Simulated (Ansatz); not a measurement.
# Ge: the cost of one run

Computed with the Python package of Ansatz 0.2.0. The levels of theory stand in the script.

### 1 Starting point

The structure is hexagonal, space group P6_3/mmc (No. 194). The conventional cell has a = 3.998 Å, b = 3.998 Å, c = 6.599 Å, α = 90.00°, β = 90.00°, γ = 120.00°. Ge (site symmetry 3m) has 4 Ge at 2.45 to 2.47 Å in its first shell of neighbours.

Input file POSCAR:

```text
Ge
1.0
   3.99758584    0.00000000    0.00000000
  -1.99879292    3.46201089    0.00000000
   0.00000000    0.00000000    6.59937795
Ge
4
Direct
   0.66666667    0.33333333    0.06290125
   0.33333333    0.66666667    0.56290125
   0.66666667    0.33333333    0.43709875
   0.33333333    0.66666667    0.93709875
```

### 2 The script

Input file lattice.py:

```python
"""How the lattice of Ge depends on the functional."""

from dataclasses import dataclass
import logging
import sys

import ansatz as az
from ase.io import read
import numpy as np

logging.basicConfig(stream=sys.stdout, format="%(name)s: %(message)s")
logger = logging.getLogger("run")
logger.setLevel(logging.INFO)


@dataclass(frozen=True)
class RunConfig:
    cutoff_ev: int = 550
    kmesh: tuple[int, ...] = (8, 8, 4)
    sigma: float = 0.1
    scf_tol: float = 1e-09


opts = RunConfig()

def edges_and_angles(cell):
    cell = np.asarray(cell)
    a, b, c = np.linalg.norm(cell, axis=1)
    cosines = cell[1] @ cell[2] / (b * c), cell[0] @ cell[2] / (a * c), cell[0] @ cell[1] / (a * b)
    return (a, b, c, *np.degrees(np.arccos(cosines)))


def main() -> None:
    atoms = read("POSCAR", format="vasp")
    crystal = az.Crystal.from_ase(atoms)

    calc = (
        crystal.calculation()
        .basis(opts.cutoff_ev)
        .kpoints(*opts.kmesh)
        .occupations(az.OccupationsMethod.FERMI_DIRAC, width=opts.sigma)
        .scf(tolerance=opts.scf_tol)
        .relax(cell=True)
    )

    levels = [("pbesol", "none"), ("blyp", "d3bj"), ("lda", "none")]
    logger.info("level            a       b       c    alpha   beta  gamma  V/atom  steps")
    for name, dispersion in levels:
        seen = []
        run = calc.functional(name, dispersion=dispersion).session().plan()
        done = run.execute(on_event=lambda e: seen.append(e) if e["event"] == "relax_step" else None)
        cell = done.lattice.cell_ang
        label = name if dispersion == "none" else f"{name}+{dispersion}"
        print("{:13s} {:7.4f} {:7.4f} {:7.4f} {:6.2f} {:6.2f} {:6.2f}".format(label, *edges_and_angles(cell)), f"{abs(np.linalg.det(cell)) / len(done.lattice.sites):7.3f} {len(seen):5d}")


if __name__ == "__main__":
    main()
```

### 3 What the engine is handed

The package turns the script's settings into the engine's input (first run):

```yaml
crystal:
  lattice:
    - [3.99758584, 0.0, 0.0]
    - [-1.99879292, 3.46201089, 0.0]
    - [0.0, 0.0, 6.59937795]
  atoms:
    - { symbol: Ge, position: [0.66666667, 0.33333333000000004, 0.06290125] }
    - { symbol: Ge, position: [0.33333333, 0.66666667, 0.56290125] }
    - { symbol: Ge, position: [0.66666667, 0.33333333000000004, 0.43709875] }
    - { symbol: Ge, position: [0.33333333, 0.66666667, 0.9370987500000001] }
basis:
  ecutwfc: 550.0
kpoints:
  mp_grid:
    grid: [8, 8, 4]
hamiltonian:
  xc: pbesol
  dispersion: none
scf:
  convergence:
    dr2_threshold: 1.0e-09
  occupations:
    method: fermi_dirac
    width: 0.1
relax:
  cell: {}
```

### 4 Launch

The run is started by

```sh
> python lattice.py
```

Q: Estimate wall time and peak memory on 1 thread of Arm Neoverse V1, shared host.

About 1.9 min, with a peak of 0.57 GiB.
